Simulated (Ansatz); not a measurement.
C2H7AlO, SMILES C[CH](O)[AlH2]: vertical spin-state energies, run with the Python package of Ansatz (0.2.0).

The script reads `c2h7alo.xyz`:
```text
11

C    -0.76820    0.93790    0.17740
C    -0.08740   -0.34420    0.36850
O     0.80540   -0.22700    1.40510
Al    0.97920   -0.85510   -1.29340
H    -1.53980    0.88950   -0.68930
H    -1.37760    1.26340    1.08560
H    -0.06750    1.79920   -0.05400
H    -0.78110   -1.13230    0.57650
H     0.31900   -0.24680    2.30420
H     2.04400    0.09280   -1.85020
H     0.53930   -2.23430   -2.00970
```

`c2h7alo_spin.py`
```python
"""Vertical spin-state energies of C2H7AlO."""

import ansatz as az


def main() -> None:
    c2h7alo = az.Crystal.molecule_from_extxyz("c2h7alo.xyz")

    model = (
        c2h7alo.calculation()
        .basis(gaussian="pcseg-2")
        .correlation("MP2")
    )
    found = {}
    for unpaired in [0, 2]:
        data = model.spin("collinear", total=unpaired).run().report
        s = unpaired / 2
        found[unpaired] = data["free_energy_ev"]
        print(f"2S+1 = {unpaired + 1}: E = {found[unpaired]:.5f} eV, <S^2> = {abs(data['mean_field']['state']['spin_squared']):.3f} (pure state {s * (s + 1):.2f})")
    lowest = min(found, key=found.get)
    for unpaired, e in found.items():
        print(f"multiplicity {unpaired + 1}: {96.485332 * (e - found[lowest]):.1f} kJ/mol above the lowest")


if __name__ == "__main__":
    main()
```

Which spin state is lowest at this geometry, and how far above lie the others?

In order: multiplicity 1 (+0.00 eV) and multiplicity 3 (+4.50 eV), all at the one geometry.

The output:

```console
$ python c2h7alo_spin.py
2S+1 = 1: E = -10810.13785 eV, <S^2> = 0.000 (pure state 0.00)
2S+1 = 3: E = -10805.64062 eV, <S^2> = 2.018 (pure state 2.00)
multiplicity 1: 0.0 kJ/mol above the lowest
multiplicity 3: 433.9 kJ/mol above the lowest
```

Caveats:
- Total energies depend on the basis set; only differences at equal settings carry meaning.
- The geometry is a force-field or estimated start, not a minimum of this method, and the basis set is short of its limit. All parts are taken at fixed geometry, without zero-point energy.
- S² is that of the Hartree-Fock reference.
- Hardware and time: 40 s on 1 thread of Arm Neoverse V1, with other jobs on the host, peak memory 0.56 GiB.

(Lines on the test bed's own set-up are left out of the output.)
